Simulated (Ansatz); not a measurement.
# AlH9O3Si3: up Jacob's ladder to CCSD(T)

An exercise on one series of results from a longer session: the logs are not shown, and one member is left open.

Computed with Ansatz 0.2.0, Gaussian basis. Level: functionals in def2-TZVPP, the program's frozen cores in correlated methods.

The runs, in order: LDA (SPW92), PBE-D4, revPBE-D4, BLYP-D4, r2SCAN-D4, B97M-V, PBE0-D4, B3LYP-D4, r2SCANh-D4, r2SCAN0-D4, HSE06-D4, BHLYP-D4, CAM-B3LYP-D4, LC-ωPBE, ωB97X-V, ωB97M-V, B2PLYP, PBE-QIDH; CCSD(T)/def2-SVP; CCSD(T)/def2-TZVPP; MP2/def2-QZVPP; extrapolation to the limit; RPA on PBE.

## The geometry

All runs share one geometry, relaxed beforehand with PBE0-D4 in a triple-zeta def2 set.

SMILES `[SiH3][O][Al]([O][SiH3])[O][SiH3]`, 16 atoms, charge 0, spin multiplicity 1.

Atoms are counted from 1 here; the program's logs count them from 0.

Bond lengths: Si1–O2 1.624 Å, Si1–H8 1.486 Å, Si1–H9 1.488 Å, Si1–H10 1.487 Å, O2–Al3 1.669 Å, Al3–O4 1.669 Å, Al3–O6 1.668 Å, O4–Si5 1.624 Å, Si5–H11 1.486 Å, Si5–H12 1.487 Å, Si5–H13 1.488 Å, O6–Si7 1.624 Å, Si7–H14 1.486 Å, Si7–H15 1.488 Å, Si7–H16 1.487 Å. Angles: O2–Si1–H8 109.7°, O2–Si1–H9 110.6°, O2–Si1–H10 109.7°, H8–Si1–H9 108.8°, H8–Si1–H10 109.0°, H9–Si1–H10 108.8°, Si1–O2–Al3 167.9°, O2–Al3–O4 120.0°, O2–Al3–O6 120.0°, O4–Al3–O6 120.0°, Al3–O4–Si5 167.0°, O4–Si5–H11 109.7°, O4–Si5–H12 109.7°, O4–Si5–H13 110.7°, H11–Si5–H12 109.0°, H11–Si5–H13 108.8°, H12–Si5–H13 108.8°, Al3–O6–Si7 168.3° and more.

The first run:

Contents of in.yaml:

```yaml
crystal:
  periodic: [false, false, false]
  atoms:
    - {symbol: Si, position_ang: [2.713965, -0.092744, 1.811712]}
    - {symbol: O, position_ang: [1.461384, -0.099704, 0.778399]}
    - {symbol: Al, position_ang: [-0.009634, 0.002210, -0.002600]}
    - {symbol: O, position_ang: [-0.125944, -0.397696, -1.618512]}
    - {symbol: Si, position_ang: [0.121702, -0.855037, -3.156932]}
    - {symbol: O, position_ang: [-1.364698, 0.503675, 0.831537]}
    - {symbol: Si, position_ang: [-2.838022, 0.941652, 1.355107]}
    - {symbol: H, position_ang: [3.429654, -1.393673, 1.741958]}
    - {symbol: H, position_ang: [2.242331, 0.121214, 3.206199]}
    - {symbol: H, position_ang: [3.656352, 0.999086, 1.451189]}
    - {symbol: H, position_ang: [-0.793507, -1.974609, -3.501116]}
    - {symbol: H, position_ang: [-0.145545, 0.287924, -4.069130]}
    - {symbol: H, position_ang: [1.525881, -1.306003, -3.351402]}
    - {symbol: H, position_ang: [-3.173673, 0.193038, 2.594642]}
    - {symbol: H, position_ang: [-3.869385, 0.649139, 0.323897]}
    - {symbol: H, position_ang: [-2.853562, 2.398828, 1.649252]}
basis:
  gaussian: {orbitals: def2-TZVPP}
hamiltonian: {xc: lda}
output: {orbitals: {seedname: orbitals}}
```

Command:

```sh
ansatz run in.yaml --threads 2 --pin off --events-out ev --progress --plain --max-ram 22528MiB --backend cuda --devices 0, --max-vram 18GiB
```

Steps of the session up to this table: LDA; PBE-D4 (GGA); revPBE-D4 (GGA); BLYP-D4 (GGA); r2SCAN-D4 (meta-GGA); B97M-V (meta-GGA); B3LYP-D4 (hybrid); r2SCANh-D4 (hybrid); r2SCAN0-D4 (hybrid); HSE06-D4 (hybrid); BHLYP-D4 (hybrid); CAM-B3LYP-D4 (range-separated); LC-ωPBE (range-separated); ωB97X-V (range-separated); ωB97M-V (range-separated); B2PLYP (double hybrid); PBE-QIDH (double hybrid).

One table of the session follows, with a row left open; its other results are not shown here.

It belongs to the step «Orbital energies across the functionals». 

| functional | HOMO (eV) | gap (eV) |
| --- | --- | --- |
| LDA (SPW92) | -7.26 | 5.15 |
| PBE-D4 | -7.17 | 5.32 |
| revPBE-D4 | -7.12 | 5.43 |
| BLYP-D4 | -7.07 | 5.32 |
| r2SCAN-D4 | -7.52 | 6.12 |
| B97M-V | -7.66 | 5.84 |
| PBE0-D4 | -8.62 | 7.65 |
| B3LYP-D4 | -8.40 | 7.17 |
| r2SCANh-D4 | -8.06 | 6.93 |
| r2SCAN0-D4 | -8.86 | 8.15 |
| HSE06-D4 | -8.21 | 6.87 |
| BHLYP-D4 | -10.01 | 9.84 |
| CAM-B3LYP-D4 | -10.04 | 9.97 |
| LC-ωPBE | ? | ? |
| ωB97X-V | -11.06 | 12.01 |
| ωB97M-V | -10.93 | 11.54 |

Q: Estimate the row for LC-ωPBE from the others.

As computed: HOMO (eV): -11.38; gap (eV): 12.61. In the column «HOMO (eV)» it is the lowest.
